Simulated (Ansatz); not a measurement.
# CH4BNO: the cost of one run

Method: the settings change from run to run; program: Ansatz 0.2.0, Gaussian basis.

1 further run of the same task is left out (it didn't finish).

### Step 1. The molecule

An earlier PBE0-D4 in a triple-zeta def2 set relaxation fixed the geometry.

SMILES `OC1BN1`, 8 atoms, charge 0, spin multiplicity 1.

Atoms are counted from 1 here; the program's logs count them from 0.

Bond lengths: O1–C2 1.396 Å, O1–H5 0.961 Å, C2–B3 1.551 Å, C2–N4 1.450 Å, C2–H6 1.091 Å, B3–N4 1.349 Å, B3–H7 1.183 Å, N4–H8 1.005 Å. Angles: C2–O1–H5 109.1°, O1–C2–B3 119.2°, O1–C2–N4 117.8°, O1–C2–H6 113.0°, B3–C2–N4 53.3°, B3–C2–H6 124.1°, N4–C2–H6 115.9°, C2–B3–N4 59.5°, C2–B3–H7 155.8°, N4–B3–H7 144.6°, C2–N4–B3 67.2°, C2–N4–H8 136.8°, B3–N4–H8 155.8°.

Geometry (Å):

```xyz
8
CH4BNO
O    -0.35797    1.06243   -1.09532
C    -0.00678    0.49217    0.12942
B     1.06927   -0.62489    0.16437
N    -0.23756   -0.92907    0.30464
H    -1.24443    1.42846   -1.02884
H    -0.25874    1.12521    0.98168
H     2.16151   -1.07407    0.09481
H    -1.03310   -1.53733    0.39343
```

### Step 2. B97/cc-pVTZ

Set apart from the defaults: high accuracy.

Contents of in.yaml:

```yaml
crystal:
  periodic: [false, false, false]
  atoms:
    - {symbol: O, position_ang: [-0.357973, 1.062429, -1.095317]}
    - {symbol: C, position_ang: [-0.006782, 0.492166, 0.129416]}
    - {symbol: B, position_ang: [1.069274, -0.624889, 0.164368]}
    - {symbol: N, position_ang: [-0.237563, -0.929069, 0.304645]}
    - {symbol: H, position_ang: [-1.244428, 1.428456, -1.028837]}
    - {symbol: H, position_ang: [-0.258743, 1.125210, 0.981681]}
    - {symbol: H, position_ang: [2.161513, -1.074072, 0.094813]}
    - {symbol: H, position_ang: [-1.033100, -1.537331, 0.393432]}
basis:
  gaussian: {orbitals: cc-pVTZ}
hamiltonian: {xc: {name: B97}}
accuracy: high
output: {forces: true}
```

Started as:

```bash
> ansatz run in.yaml --threads 2 --pin off --events-out ev --progress --plain --max-ram 4352MiB
```

What time and memory should one allow on 2 threads of Arm Neoverse V2, shared host?

About 21 s, with a peak of 0.92 GiB.
